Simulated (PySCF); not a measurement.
# C6H8O4: the cost of one run

Computed with PySCF 2.14.0 and routines of our own; the level stands in each step. Atoms count from 0.

## 1. The starting structure

18 atoms, charge 0, multiplicity 1; geometry from: GFN2-xTB.

## 2. Magnetic properties: GIAO B3LYP/pcSseg-1

The job: settings as JSON, then the geometry in Å.

```
{"job": {"kind": "mag", "xc": "B3LYP", "basis": "pcSseg-1", "isotopologues": 0}, "charge": 0, "multiplicity": 1}
O      2.504539    -0.003300    -1.701940
C      2.869486    -0.192419    -0.580782
O      2.132622    -0.183442     0.521392
C      0.748249     0.040020     0.408495
C      0.228452     0.951744     1.229254
O     -1.066925     1.358151     1.283767
C     -1.812088     1.211798     0.098574
O     -2.330041    -0.054719    -0.132078
C     -1.416449    -1.134515    -0.013759
C     -0.008832    -0.851868    -0.540501
H      3.912532    -0.406036    -0.291356
H      0.846480     1.468621     1.949808
H     -2.681186     1.868758     0.202358
H     -1.190175     1.550838    -0.749966
H     -1.878245    -1.945433    -0.581812
H     -1.348319    -1.436046     1.041658
H     -0.044423    -0.432925    -1.549763
H      0.525563    -1.802910    -0.605007
```

Method: GIAO B3LYP/pcSseg-1 magnetisability, rotational g tensor and spin-rotation constants, non-relativistic, gas phase.

Run with:

```console
> OMP_NUM_THREADS=1 python excited_run.py task.json out
```

This one command runs all jobs of the session in turn.

**Question.** How long does this first job take on 1 thread of Arm Neoverse N1, shared host, and how much memory does it need?

About 72 s, with a peak of 0.99 GiB.
